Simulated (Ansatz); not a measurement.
# K2AgBiBr6: the cost of one run

Computed with Ansatz 0.2.0 (DFT PBEsol, scalar-relativistic, plane waves, PAW, unless a step's input says otherwise).

2 further runs of the same task are left out: 2 set aside as unsound or not needed.

## 1. The structure to begin with

Symmetry: Fm-3m, No. 225, cubic system. The conventional cell has a = 11.120 Å, b = 11.120 Å, c = 11.120 Å, α = 90.00°, β = 90.00°, γ = 90.00°. K (site symmetry -43m) has 12 Br at 3.93 Å as nearest neighbours. Ag (site symmetry m-3m) is surrounded by 6 Br at 2.73 Å. Bi (site symmetry m-3m) is surrounded by 6 Br at 2.83 Å. Around Br (site symmetry 4mm) lie 1 Ag at 2.73 Å and 1 Bi at 2.83 Å and 4 K at 3.93 Å.

Coordinates:

```cif
data_structure
_symmetry_space_group_name_H-M 'P 1'
_symmetry_Int_Tables_number 1
_cell_length_a 7.8632
_cell_length_b 7.8632
_cell_length_c 7.8632
_cell_angle_alpha 60.000
_cell_angle_beta 60.000
_cell_angle_gamma 60.000
_cell_volume 343.78
loop_
_atom_site_label
_atom_site_type_symbol
_atom_site_fract_x
_atom_site_fract_y
_atom_site_fract_z
_atom_site_occupancy
K1 K 0.75000 0.75000 0.75000 1
K2 K 0.25000 0.25000 0.25000 1
Ag1 Ag 0.50000 0.50000 0.50000 1
Bi1 Bi 0.00000 0.00000 0.00000 1
Br1 Br 0.74563 0.25437 0.25437 1
Br2 Br 0.25437 0.25437 0.74563 1
Br3 Br 0.25437 0.74563 0.74563 1
Br4 Br 0.25437 0.74563 0.25437 1
Br5 Br 0.74563 0.25437 0.74563 1
Br6 Br 0.74563 0.74563 0.25437 1
```

It goes back to an entry of the Materials Project, which need not be the stable form.

It is the result of an earlier relaxation at this level (volume 34.38 Å³/atom; gap on the mesh: 1.07 eV).

## 2. The reference cell

The reference gives a free energy of -39225.3621 eV, pressure 0.00 GPa, largest force 0.001 eV/Å and gap on the mesh 1.07 eV. It was computed beforehand with the settings of the runs below.

## 3. Relaxing from the mode frozen in at +0.15 Å

Contents of input.yaml:

```yaml
crystal:
  lattice:
    - [0.0, 5.5601383941, 5.5601383941]
    - [5.5601383941, 0.0, 5.5601383941]
    - [5.5601383941, 5.5601383941, 0.0]
  atoms:
    - { symbol: K, position: [0.7634888729, 0.7634888729, 0.7365111271] }
    - { symbol: K, position: [0.2634888729, 0.2634888729, 0.2365111271] }
    - { symbol: Ag, position: [0.5002200855, 0.5002200855, 0.4997799145] }
    - { symbol: Bi, position: [-0.0001570213, -0.0001570213, 0.0001570213] }
    - { symbol: Br, position: [0.7425838283, 0.2513214655, 0.2574161717] }
    - { symbol: Br, position: [0.253919986, 0.253919986, 0.746080014] }
    - { symbol: Br, position: [0.2513214655, 0.7425838283, 0.7486785345] }
    - { symbol: Br, position: [0.2513214655, 0.7425838283, 0.2574161717] }
    - { symbol: Br, position: [0.7425838283, 0.2513214655, 0.7486785345] }
    - { symbol: Br, position: [0.7451823488, 0.7451823488, 0.2548176512] }
basis:
  ecutwfc: 420
kpoints:
  mp_grid: { grid: [4, 4, 4] }
hamiltonian:
  xc: pbesol
scf:
  occupations: { method: gaussian, width: 0.05 }
output:
  forces: true
  stress: true
  eigenvalues: true
relax:
  adjacent_minimum: "off"
  f_tol: 0.01
  max_steps: 60
```

Command:

```sh
ansatz run input.yaml --threads 2 --pin off --max-ram 5120MiB --backend cpu --events-out ev --progress --plain --runs-dir out
```

What time and memory should one allow on 2 threads of Arm Neoverse V1, shared host?

About 94 s, with a peak of 0.7 GiB.
